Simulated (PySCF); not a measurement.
# C6H11N3: the cost of one run

Programs: PySCF 2.14.0, with routines of our own; each step states its level. All values are computed. Atoms count from 0.

### Step 1. The system as given

20 atoms, charge 0, multiplicity 1; geometry from: GFN2-xTB.

### Step 2. Magnetic properties: GIAO B97-2/pcSseg-1

The job: settings as JSON, then the geometry in Å.

```
{"job": {"kind": "mag", "xc": "B97-2", "basis": "pcSseg-1", "isotopologues": 0}, "charge": 0, "multiplicity": 1}
C      2.583963     0.572035    -0.795255
C      1.926043    -0.642891    -0.145395
N      0.712529    -0.274757     0.529858
N      0.729210     0.128227     1.796986
N     -0.460742     0.441914     2.146827
C     -1.301123     0.253813     1.108476
C     -2.758095     0.531884     1.196539
C     -0.552654    -0.211813     0.039693
C     -0.934616    -0.607440    -1.337210
H      2.794715     1.323152    -0.038246
H      1.931043     1.010310    -1.546826
H      3.516055     0.280079    -1.270953
H      2.594154    -1.067775     0.607297
H      1.696713    -1.404419    -0.895364
H     -2.987826     0.889403     2.195723
H     -3.048961     1.291089     0.470892
H     -3.335613    -0.370961     1.000337
H     -1.997606    -0.433512    -1.480376
H     -0.382202    -0.031963    -2.079784
H     -0.730138    -1.665699    -1.506255
```

Method: GIAO B97-2/pcSseg-1 magnetisability, rotational g tensor and spin-rotation constants, non-relativistic, gas phase.

On the command line:

```bash
> OMP_NUM_THREADS=1 python excited_run.py task.json out
```

One launch serves the whole session: the jobs run in the order shown.

Q: Estimate the wall time and peak memory of this first job on 1 thread of Arm Neoverse V2, shared host.

About 43 s, with a peak of 0.94 GiB.
